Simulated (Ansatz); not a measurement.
# C3H12BNSi: the cost of one run

Program: Ansatz 0.2.0. Level of theory: RKS PBE/6-31G. These are calculated values, not measurements.

**1. Starting point**

Bond lengths (14 of 17 bonds, heavy atoms first): B1–C2 1.602 Å, C2–C3 1.512 Å, C2–Si4 1.850 Å, Si4–C5 1.907 Å, Si4–N6 1.850 Å, B1–H7 1.187 Å, B1–H8 1.130 Å, C2–H9 1.155 Å, C3–H10 1.137 Å, C3–H11 1.073 Å, C3–H12 1.145 Å, Si4–H13 1.418 Å, C5–H14 1.066 Å, C5–H15 1.114 Å. Angles (14 of 30 angles, heavy atoms first): B1–C2–C3 109.1°, B1–C2–Si4 114.6°, C3–C2–Si4 108.4°, C2–Si4–C5 111.4°, C2–Si4–N6 109.1°, C5–Si4–N6 106.2°, B1–C2–H9 108.1°, C3–C2–H9 110.0°, Si4–C2–H9 106.6°, C2–B1–H7 117.7°, C2–B1–H8 119.9°, C2–C3–H10 109.6°, C2–C3–H11 112.9°, C2–C3–H12 110.2°.

Its coordinates follow in the input file.

**2. End point A**

The input, input.yaml:

```yaml
crystal:
  periodic: [false, false, false]
  atoms:
    - { symbol: B, position_ang: [-0.0819, -1.8907, 0.3556] }
    - { symbol: C, position_ang: [0.7021, -0.5145, 0.5956] }
    - { symbol: C, position_ang: [1.9331, -0.4863, -0.2824] }
    - { symbol: Si, position_ang: [-0.2934, 1.007, 0.2562] }
    - { symbol: C, position_ang: [-0.9709, 1.0105, -1.5266] }
    - { symbol: "N", position_ang: [-1.7718, 1.0247, 1.369] }
    - { symbol: H, position_ang: [-0.5175, -2.0947, -0.7301] }
    - { symbol: H, position_ang: [-0.29, -2.5796, 1.2271] }
    - { symbol: H, position_ang: [1.0092, -0.4667, 1.7076] }
    - { symbol: H, position_ang: [2.5463, 0.442, -0.0502] }
    - { symbol: H, position_ang: [1.7006, -0.5297, -1.3285] }
    - { symbol: H, position_ang: [2.6365, -1.3457, -0.0043] }
    - { symbol: H, position_ang: [0.3859, 2.2318, 0.481] }
    - { symbol: H, position_ang: [-0.1313, 1.0477, -2.1824] }
    - { symbol: H, position_ang: [-1.5863, 0.0986, -1.7014] }
    - { symbol: H, position_ang: [-1.5856, 1.9574, -1.6551] }
    - { symbol: H, position_ang: [-1.3813, 0.9319, 2.3372] }
    - { symbol: H, position_ang: [-2.341, 0.1677, 1.1835] }
basis:
  gaussian: { orbitals: "6-31G" }
hamiltonian:
  xc: pbe
relax:
  f_tol: 0.015
  max_steps: 40
```

Command:

```bash
ansatz run input.yaml --threads 1 --pin off --max-ram 2048MiB --backend cpu --events-out ev --progress --plain --runs-dir out
```

Q: Estimate wall time and peak memory on 1 thread of an x86-64 CPU, shared host.

About 4.1 min, with a peak of 0.17 GiB.
